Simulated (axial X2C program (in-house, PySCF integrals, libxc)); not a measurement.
# InF: properties at the nuclei

Aim: properties at the nuclei of InF, with spin–orbit coupling in the Hamiltonian from the start.

Computed with an in-house X2C program for linear molecules on PySCF integrals. Level: two-component X2C with atomic mean-field terms, In dyall-cv3z, F dyall-av3z.

All values are calculated.

### Step 1. Set-up

The input, task.json:

```json
{"zs": [49, 9], "q": 0, "bas": ["dyall-cv3z", "dyall-av3z"], "r0": 2.06, "levels": ["PBE0", "HF", "B3LYP", "r2SCAN", "BHandHLYP"], "nst": 3}
```

Keys: zs atomic numbers; q charge; bas basis sets; r0 starting distance in Å; levels methods (HF also brings MP2); nst determinants followed.

The run is started by

```sh
$ python soeom.py task.json out
```

Further steps of the session: Expectation values, lowest determinant.

Q: Predict the outcome of this session. Wanted: lowest determinant; qzz In; qzz F; μ.

**Answer**, as computed:

| quantity | value |
| --- | --- |
| lowest determinant | Ω = 0 (closed shell) |
| qzz In (a.u.), PBE0 | -4.17 |
| qzz F (a.u.), PBE0 | 0.54 |
| μ (D), PBE0 | -3.25 |

**Reading.** The expectation values come from single determinants, which for open shells can mix terms of unlike spin or miss the lowest Ω, so a determinant need not be a state. qzz is the electric field gradient, eQq0 = 234.96 MHz × Q/barn × qzz; μ is positive if F is the positive end. The operators were transformed with the bare-nucleus X2C matrices.
